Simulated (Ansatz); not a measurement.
## C₂H₂BrN, SMILES N=C=CBr: a comparison of dispersion corrections, step by step

With Ansatz 0.2.0, Python API.

At the Python prompt:
```pycon
>>> import ansatz as az
>>> GEOMETRY = '''
... N     0.96440    0.59210   -1.17790
... C     0.29790    0.33060   -0.23960
... C    -0.40420    0.01450    0.80500
... Br   -1.23530   -1.56120    0.80600
... H     0.83800   -0.07490   -1.95030
... H    -0.41880    0.63480    1.71070
... '''
>>> mol = az.Crystal.molecule()
>>> for line in GEOMETRY.strip().splitlines():
...     symbol, *xyz = line.split()
...     mol = mol.atom(symbol, [float(v) for v in xyz])
...
>>> model = mol.calculation().basis(gaussian='def2-SVP')
>>> for name in ['revpbe', 'pbe']:
...     for correction in ('d3bj', 'd4'):
...         r = model.functional(name, dispersion=correction).run(threads=1, backend='cpu').report
...         print(f'{name:8s} {correction:5s} total {r["free_energy_ev"]:.5f} eV, of which dispersion {1000 * r["dispersion"]["energy"]["ev"]:.2f} meV')
...
revpbe   d3bj  total -73621.99100 eV, of which dispersion -315.47 meV
revpbe   d4    total -73622.05729 eV, of which dispersion -381.75 meV
pbe      d3bj  total -73613.83163 eV, of which dispersion -124.51 meV
pbe      d4    total -73613.82842 eV, of which dispersion -121.29 meV
```

Total energies depend on the basis set; only differences at equal settings carry meaning. The geometry is a force-field or estimated start, not a minimum of this method, and the basis set is short of its limit. D4 holds the three-body term, and d3bj doesn't. Wall time of the script: 7.8 s on 1 thread of Arm Neoverse V2, on a shared host, peak memory 0.17 GiB.

(Lines on the test bed's own set-up are left out of the output.)
